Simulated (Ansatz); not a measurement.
Consider an atomisation energy of CClF₂, SMILES F[C](F)Cl (the Python package of Ansatz (0.2.0)).

`tae_cclf2.py`:
```python
'''Energy to split CClF2 into its atoms.'''

from collections import Counter

import ansatz as az

config = {
    'basis': 'cc-pVDZ',
    'xc': 'hf',
}


def total_energy(molecule, charge=0, unpaired=0):
    calc = (
        molecule.calculation()
        .basis(gaussian=config['basis'])
        .functional(config['xc'])
    )
    if charge:
        calc = calc.charge(charge)
    if unpaired:
        calc = calc.spin('collinear', total=unpaired)
    report = calc.run(threads=1).report
    if report['published_state_doubts']:
        print('  doubts:', report['published_state_doubts'])
    return report['free_energy_ev']

molecule = (
    az.Crystal.molecule()
    .atom('F', [-0.0699, 0.1432, 1.3874])
    .atom('C', [0.0147, -0.0713, 0.0574])
    .atom('F', [0.5069, -1.2432, -0.3611])
    .atom('Cl', [-0.3961, 1.111, -1.104])
)

# Hund ground states
unpaired = {'F': 1, 'C': 2, 'Cl': 1}
counts = Counter(site.symbol for site in molecule.cartesian_sites)
atom_energy = {s: total_energy(az.Crystal.molecule().atom(s, (0, 0, 0)), 0, unpaired[s]) for s in counts}
whole = total_energy(molecule, 0, 1)
for s, e in atom_energy.items():
    print(f'{s:2s} x{counts[s]}  {e:14.5f} eV')
print(f'CClF2: {whole:.5f} eV')
split = sum(counts[s] * e for s, e in atom_energy.items()) - whole
print(f'atomisation energy (no zero-point term): {23.060548 * split:.1f} kcal/mol, {split / sum(counts.values()):.3f} eV an atom')
```

What does it cost to take this molecule apart into atoms?

161.6 kcal/mol from the electronic energies, without the zero-point term.

The output:

```console
$ python tae_cclf2.py
F  x2     -2704.13805 eV
C  x1     -1025.50311 eV
Cl x1    -12502.84675 eV
CClF2: -18943.63407 eV
atomisation energy (no zero-point term): 161.6 kcal/mol, 1.752 eV an atom
```

Total energies depend on the basis set; only differences at equal settings carry meaning. The geometry is a force-field or estimated start, not a minimum of this method, and the basis set is short of its limit. All parts are taken at fixed geometry, without zero-point energy. The species is open-shell (spin multiplicity 2). Hartree-Fock leaves correlation out, so bond, atomisation and ionisation energies come out well too low. For Al to Cl the sets with a tight d function, cc-pV(X+d)Z, are usual. The whole script took 1.2 s on 1 thread of Intel(R) Xeon(R) Processor @ 2.30GHz, on a shared host, peak memory 0.21 GiB.
